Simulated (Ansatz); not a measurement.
Geometry optimisation, DFT PBEsol, scalar-relativistic, plane waves, PAW in Ansatz 0.2.0.

The input (input.yaml):

```yaml
crystal:
  lattice:
    - [10.46, 0.0, 0.0]
    - [0.0, 10.46, 0.0]
    - [0.0, 0.0, 10.46]
  atoms:
    - { symbol: K, position: [0.0, 0.0, 0.0] }
    - { symbol: K, position: [0.5, 0.0, 0.0] }
    - { symbol: K, position: [0.0, 0.5, 0.0] }
    - { symbol: K, position: [0.0, 0.0, 0.5] }
    - { symbol: K, position: [0.25, 0.25, 0.25] }
    - { symbol: K, position: [0.5, 0.5, 0.0] }
    - { symbol: K, position: [0.5, 0.0, 0.5] }
    - { symbol: K, position: [0.75, 0.25, 0.25] }
    - { symbol: K, position: [0.0, 0.5, 0.5] }
    - { symbol: K, position: [0.25, 0.75, 0.25] }
    - { symbol: K, position: [0.25, 0.25, 0.75] }
    - { symbol: K, position: [0.5, 0.5, 0.5] }
    - { symbol: K, position: [0.75, 0.75, 0.25] }
    - { symbol: K, position: [0.75, 0.25, 0.75] }
    - { symbol: K, position: [0.25, 0.75, 0.75] }
    - { symbol: K, position: [0.75, 0.75, 0.75] }
    - { symbol: H, position: [0.248785, 0.8734367, 0.00224257] }
basis:
  ecutwfc: 420.0
kpoints:
  mp_grid: { grid: [2, 2, 2] }
hamiltonian:
  xc: pbesol
scf:
  occupations: { method: fermi_dirac, width: 0.1 }
  lower_state_search: "off"
relax:
  f_tol: 0.03
  max_steps: 60
  adjacent_minimum: "off"
output:
  write_density: true
  write_potential: true
  elf: true
  volumetric_format: npy
```

Command:

```bash
$ ansatz run input.yaml --threads 4 --pin off --max-ram 10240MiB --backend cpu --events-out ev --progress --plain --runs-dir out
```

Q: Where does it end, and by what steps?

A: The forces met the threshold. The force dipped under the threshold on the way, but the program's further checks kept it going. Limits of this set-up: coarse k mesh, odd electron count without spin. After 6 steps the energy has fallen by 0.166 eV; K15 moved furthest, 0.37 Å.

| step | energy less start (eV) | largest force component (eV/Å) | accepted |
| --- | --- | --- | --- |
| 0 | 0.0000 | 0.213 | yes |
| 1 | -0.0537 | 0.179 | yes |
| 2 | -0.1431 | 0.022 | yes |
| 3 | -0.1431 | 0.022 | yes |
| 4 | -0.1474 | 0.021 | yes |
| 5 | -0.1569 | 0.026 | yes |
| 6 | -0.1655 | 0.022 | yes |

```xyz
17
Lattice="10.4600 0.0000 0.0000 0.0000 10.4600 0.0000 0.0000 0.0000 10.4600" Properties=species:S:1:pos:R:3
K 0.370 0.029 0.000
K 4.859 0.029 0.000
K -0.149 5.014 0.001
K 0.163 -0.119 5.232
K 2.614 2.829 2.763
K 5.378 5.014 0.001
K 5.066 -0.119 5.232
K 7.844 2.416 2.704
K -0.092 5.424 5.231
K 2.615 7.812 2.245
K 2.614 2.830 7.698
K 5.321 5.424 5.231
K 7.844 7.963 2.453
K 7.844 2.417 7.759
K 2.615 7.814 8.216
K 7.844 7.962 8.009
H 2.613 9.154 0.008
```

Whether the end is a true minimum wasn't checked by a vibrational analysis.

Run time: 32 s on 4 threads of Intel(R) Xeon(R) 6975P-C (Granite Rapids), with other jobs on the host, peak memory 2.5 GiB.
